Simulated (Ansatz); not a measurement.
A run of Ansatz 0.2.0 is set up as follows.

Contents of input.yaml:

```yaml
crystal:
  lattice:
    - [2.9499978604, 0.0, 0.0]
    - [-1.4749989302, 2.5547730882, 0.0]
    - [0.0, 0.0, 24.372]
  atoms:
    - { symbol: Ti, position: [0.3333333333, 0.6666666666, 0.3077301822] }
    - { symbol: Ti, position: [0.6666666667, 0.3333333334, 0.4038650911] }
    - { symbol: Ti, position: [0.3333333333, 0.6666666666, 0.5] }
    - { symbol: Ti, position: [0.6666666667, 0.3333333334, 0.5961349089] }
    - { symbol: Ti, position: [0.3333333333, 0.6666666666, 0.6922698178] }
  periodic: [true, true, false]
hamiltonian:
  xc: pbe
  pseudopotentials: { kind: paw }
kpoints:
  mp_grid: { grid: [10, 10, 1] }
scf:
  occupations: { method: fermi_dirac, width: 0.05 }
output:
  forces: true
  eigenvalues: true
  write_density: true
  write_potential: true
  elf: true
  volumetric_format: npy
```

Potentials or basis: Ansatz PAW.

Run with:

```bash
$ ansatz run input.yaml --threads 4 --pin off --max-ram 11264MiB --backend cpu --events-out ev --progress --plain --runs-dir out
```

Question: Predict the band gap on the k mesh.

Answer: None (metal or under the smearing width).

Question: What does it give for the largest force?

Answer: 0.630 eV/Å.

Forces on the atoms (eV/Å):
```
Ti   0.000  0.000  0.630
Ti   0.000  0.000 -0.626
Ti   0.000  0.000  0.000
Ti   0.000  0.000  0.626
Ti   0.000  0.000 -0.630
```
